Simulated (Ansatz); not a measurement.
# BH5O3: the cost of one run

Program: Ansatz 0.2.0. Level of theory: RKS PBE0/def2-SVP. These are calculated values, not measurements.

## 1. The structure to begin with

Bond lengths: B1–O2 1.760 Å, O2–H3 1.010 Å, B1–O4 1.410 Å, O4–H5 1.010 Å, B1–O6 1.410 Å, O6–H7 1.010 Å. Angles: B1–O2–H3 109.5°, O2–B1–O4 120.0°, O2–B1–O6 120.0°, O4–B1–O6 120.0°, B1–O4–H5 109.5°, B1–O6–H7 109.5°.

Coordinates:

```xyz
9

B     0.0000    0.0000    0.0000
O     0.0000    0.0000    1.7600
H    -0.9095   -0.2814    2.0971
O     1.2211    0.0000   -0.7050
H     1.5209   -0.9519   -0.8599
O    -1.2211    0.0000   -0.7050
H    -1.7308   -0.8467   -0.4965
H     0.0668    1.4124    0.4698
H     0.0544    1.1498    1.3187
```

## 2. A restrained relaxation towards end A

Springs on the bonds that form and break draw the guess towards this end; the thresholds are loose.

input.yaml

```yaml
crystal:
  periodic: [false, false, false]
  atoms:
    - { symbol: B, position_ang: [0.0, 0.0, 0.0] }
    - { symbol: O, position_ang: [0.0, 0.0, 1.76] }
    - { symbol: H, position_ang: [-0.9095, -0.2814, 2.0971] }
    - { symbol: O, position_ang: [1.2211, 0.0, -0.705] }
    - { symbol: H, position_ang: [1.5209, -0.9519, -0.8599] }
    - { symbol: O, position_ang: [-1.2211, 0.0, -0.705] }
    - { symbol: H, position_ang: [-1.7308, -0.8467, -0.4965] }
    - { symbol: H, position_ang: [0.0668, 1.4124, 0.4698] }
    - { symbol: H, position_ang: [0.0544, 1.1498, 1.3187] }
basis:
  gaussian: { orbitals: def2-SVP }
hamiltonian:
  xc: pbe0
relax:
  f_tol: 0.15
  max_steps: 25
  restrain:
    - { distance: [0, 7], at: 2.39, k: 30.0 }
    - { distance: [8, 1], at: 2.21, k: 30.0 }
    - { distance: [0, 1], at: 1.41, k: 30.0 }
    - { distance: [8, 7], at: 0.66, k: 30.0 }
```

Launch:

```bash
$ ansatz run input.yaml --threads 2 --pin off --max-ram 3072MiB --backend cpu --events-out ev --progress --plain --runs-dir out
```

What time and memory should one allow on 2 threads of AMD EPYC 9R45 (Zen 5), shared host?

About 5.8 s, with a peak of 0.17 GiB.
